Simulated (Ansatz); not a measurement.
**CH5GaO2: one species, many methods**

The task here is to estimate one member of a computed series from the others.

Program: Ansatz 0.2.0, Gaussian basis. Level of theory: functionals in def2-TZVPP, the program's frozen cores in correlated methods. These are calculated values, not measurements.

The runs, in order: LDA (SPW92), PBE-D4, revPBE-D4, BLYP-D4, r2SCAN-D4, B97M-V, PBE0-D4, B3LYP-D4, r2SCANh-D4, r2SCAN0-D4, HSE06-D4, BHLYP-D4, CAM-B3LYP-D4, LC-ωPBE, ωB97X-V, ωB97M-V, B2PLYP, PBE-QIDH; CCSD(T)/def2-SVP; CCSD(T)/def2-TZVPP; MP2/def2-QZVPP; extrapolation to the limit; RPA on PBE.

### The geometry

All runs share one geometry, relaxed beforehand with PBE0-D4 in a triple-zeta def2 set.

SMILES `[CH3][Ga]([OH])[OH]`, 9 atoms, charge 0, spin multiplicity 1.

Atoms are counted from 1 here; the program's logs count them from 0.

Bond lengths: C1–Ga2 1.941 Å, C1–H5 1.090 Å, C1–H6 1.091 Å, C1–H7 1.091 Å, Ga2–O3 1.791 Å, Ga2–O4 1.791 Å, O3–H8 0.959 Å, O4–H9 0.959 Å. Angles: Ga2–C1–H5 110.5°, Ga2–C1–H6 109.9°, Ga2–C1–H7 110.2°, H5–C1–H6 108.9°, H5–C1–H7 109.4°, H6–C1–H7 107.9°, C1–Ga2–O3 121.3°, C1–Ga2–O4 121.2°, O3–Ga2–O4 117.5°, Ga2–O3–H8 115.4°, Ga2–O4–H9 115.3°.

Set-up of the first run:

Contents of in.yaml:

```yaml
crystal:
  periodic: [false, false, false]
  atoms:
    - {symbol: C, position_ang: [0.139485, 0.740573, -1.385607]}
    - {symbol: Ga, position_ang: [-0.022304, -0.180408, 0.314934]}
    - {symbol: O, position_ang: [0.237878, -1.947537, 0.443198]}
    - {symbol: O, position_ang: [-0.435670, 0.706754, 1.814801]}
    - {symbol: H, position_ang: [0.259764, 0.024460, -2.197885]}
    - {symbol: H, position_ang: [1.005296, 1.404870, -1.368073]}
    - {symbol: H, position_ang: [-0.746583, 1.349900, -1.568842]}
    - {symbol: H, position_ang: [0.141200, -2.314485, 1.323616]}
    - {symbol: H, position_ang: [-0.490666, 0.169572, 2.606956]}
basis:
  gaussian: {orbitals: def2-TZVPP}
hamiltonian: {xc: lda}
output: {orbitals: {seedname: orbitals}}
```

Launch:

```
$ ansatz run in.yaml --threads 4 --pin off --events-out ev --progress --plain --max-ram 10444MiB
```

Among the steps run: LDA; PBE-D4 (GGA); revPBE-D4 (GGA); BLYP-D4 (GGA); r2SCAN-D4 (meta-GGA); B97M-V (meta-GGA); B3LYP-D4 (hybrid); r2SCANh-D4 (hybrid); r2SCAN0-D4 (hybrid); HSE06-D4 (hybrid); BHLYP-D4 (hybrid); CAM-B3LYP-D4 (range-separated); LC-ωPBE (range-separated); ωB97X-V (range-separated); ωB97M-V (range-separated); B2PLYP (double hybrid); PBE-QIDH (double hybrid).

One of the session's tables, all rows but one given; the rest of the session is left out.

It belongs to the step «Orbital energies across the functionals». 

```
  functional  HOMO (eV)  gap (eV)
 LDA (SPW92)      -7.06      5.72
      PBE-D4      -6.83      5.72
   revPBE-D4      -6.75      5.75
     BLYP-D4      -6.74      5.60
   r2SCAN-D4      -7.21      6.54
      B97M-V      -7.26      6.27
     PBE0-D4      -8.53      8.30
    B3LYP-D4      -8.25      7.65
  r2SCANh-D4          ?         ?
  r2SCAN0-D4      -8.81      8.87
    HSE06-D4      -8.11      7.52
    BHLYP-D4     -10.19     10.65
CAM-B3LYP-D4     -10.06     10.64
     LC-ωPBE     -11.47     13.42
     ωB97X-V     -11.09     12.81
     ωB97M-V     -11.02     12.41
```

**Question.** Estimate the row for r2SCANh-D4.

Worked estimate for «HOMO (eV)». Against the share of exact exchange, r2SCAN-D4 (0, -7.21), r2SCAN0-D4 (0.25, -8.81) give a slope of -6.40 per unit share; at 0.1 the line stands at -7.85.

As computed: HOMO (eV): -7.85; gap (eV): 7.48. In «HOMO (eV)» the line misses by 0.00.
